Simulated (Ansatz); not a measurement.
# Te3Br: the cost of one run

Method: DFT PBE, scalar-relativistic, plane waves, PAW, in Ansatz 0.2.0.

1 further run of the same task is left out (it didn't finish).

### 1 The starting structure

It takes space group Pm-3m (No. 221, cubic). Conventional cell: a = 5.006 Å, b = 5.006 Å, c = 5.006 Å, α = 90.00°, β = 90.00°, γ = 90.00°. Te (site symmetry 4/mmm) has 8 Te at 3.54 Å and 4 Br at 3.54 Å as nearest neighbours. Around Br (site symmetry m-3m) lie 12 Te at 3.54 Å.

Structure file:

```
Te Br
1.0
     5.00574    0.00000    0.00000
     0.00000    5.00574    0.00000
     0.00000    0.00000    5.00574
Te Br
3 1
Direct
  0.00000 0.50000 0.50000
  0.50000 0.00000 0.50000
  0.50000 0.50000 0.00000
  0.00000 0.00000 0.00000
```

This is candidate A: Cu3Au (L1_2) type (Pm-3m, No. 221).

(A quick probe on a coarse mesh, which set the mesh and smearing, is not shown.)

### 3 Rough relaxation on the coarse mesh (candidate A)

File input.yaml:

```yaml
crystal:
  lattice:
    - [5.0057368718, 0.0, 0.0]
    - [0.0, 5.0057368718, 0.0]
    - [0.0, 0.0, 5.0057368718]
  atoms:
    - { symbol: Te, position: [0.0, 0.5, 0.5] }
    - { symbol: Te, position: [0.5, 0.0, 0.5] }
    - { symbol: Te, position: [0.5, 0.5, 0.0] }
    - { symbol: Br, position: [0.0, 0.0, 0.0] }
basis:
  ecutwfc: 420
kpoints:
  mp_grid: { grid: [4, 4, 4] }
hamiltonian:
  xc: pbe
scf:
  occupations: { method: gaussian, width: 0.1 }
  lower_state_search: "off"
output:
  forces: true
  stress: true
  eigenvalues: true
relax:
  adjacent_minimum: "off"
  f_tol: 0.04
  max_steps: 70
  cell: { stress_tol: 0.4 }
```

On the command line:

```console
$ ansatz run input.yaml --threads 1 --pin off --max-ram 2560MiB --backend cpu --events-out ev --progress --plain --runs-dir out
```

What time and memory should one allow on 1 thread of Arm Neoverse N1, shared host?

About 14 s, with a peak of 0.36 GiB.
